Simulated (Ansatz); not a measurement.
## C₂H₅Se, SMILES CC[Se]: vertical energies of changing the electron count

Program: Ansatz's Python interface.

The script, `run_ip.py`:
```python
# -*- coding: utf-8 -*-
import ansatz as az

BASIS = "cc-pVDZ"
XC = "PBE"


def single_point(molecule, charge=0, unpaired=0):
    calc = molecule.calculation().basis(gaussian=BASIS).functional(XC)
    if charge:
        calc = calc.charge(charge)
    if unpaired:
        calc = calc.spin("collinear", total=unpaired)
    report = calc.run(threads=1, pin="off").report
    if report["published_state_doubts"]:
        print("  doubts:", report["published_state_doubts"])
    return report["free_energy_ev"]


def main():
    system = (
        az.Crystal.molecule()
        .atom("C", (-0.3888, 0.5458, -0.3115))
        .atom("C", (0.2346, -0.6527, 0.2391))
        .atom("Se", (1.954, -0.1927, 0.9515))
        .atom("H", (-1.3586, 0.3306, -0.7375))
        .atom("H", (0.1828, 1.0178, -1.1551))
        .atom("H", (-0.5735, 1.3635, 0.4766))
        .atom("H", (0.3913, -1.4031, -0.56))
        .atom("H", (-0.3496, -1.0662, 1.0412))
    )

    parent = single_point(system, 0, 1)
    cation = single_point(system, 1, 0)
    print(f"E(N)   = {parent:.5f} eV")
    print(f"E(N-1) = {cation:.5f} eV  (0 unpaired)")
    print(f"vertical ionisation energy {cation - parent:.3f} eV")
    other = single_point(system, 1, 2)
    print(f"to the state with 2 unpaired electrons: {other - parent:.3f} eV")


if __name__ == "__main__":
    main()
```

```console
$ python run_ip.py
E(N)   = -67490.45615 eV
E(N-1) = -67480.64143 eV  (0 unpaired)
vertical ionisation energy 9.815 eV
to the state with 2 unpaired electrons: 8.442 eV
```

Caveats:
- Total energies depend on the basis set; only differences at equal settings carry meaning.
- The geometry is a force-field or estimated start, not a minimum of this method, and the basis set is short of its limit. All parts are taken at fixed geometry, without zero-point energy. At an unrelaxed start these energies can be a whole eV from those at the minimum, and a small affinity can change sign.
- The species is open-shell (spin multiplicity 2).
- Only the spin states typed were run; another state of an ion can lie lower, by up to an eV or two.
- Hardware and time: 32 s on 1 thread of Arm Neoverse V1, with other jobs on the host, peak memory 0.24 GiB.

(A comment or docstring line of the script was reworded after the run, the code is as it ran; lines on the test bed's own set-up are left out of the output.)
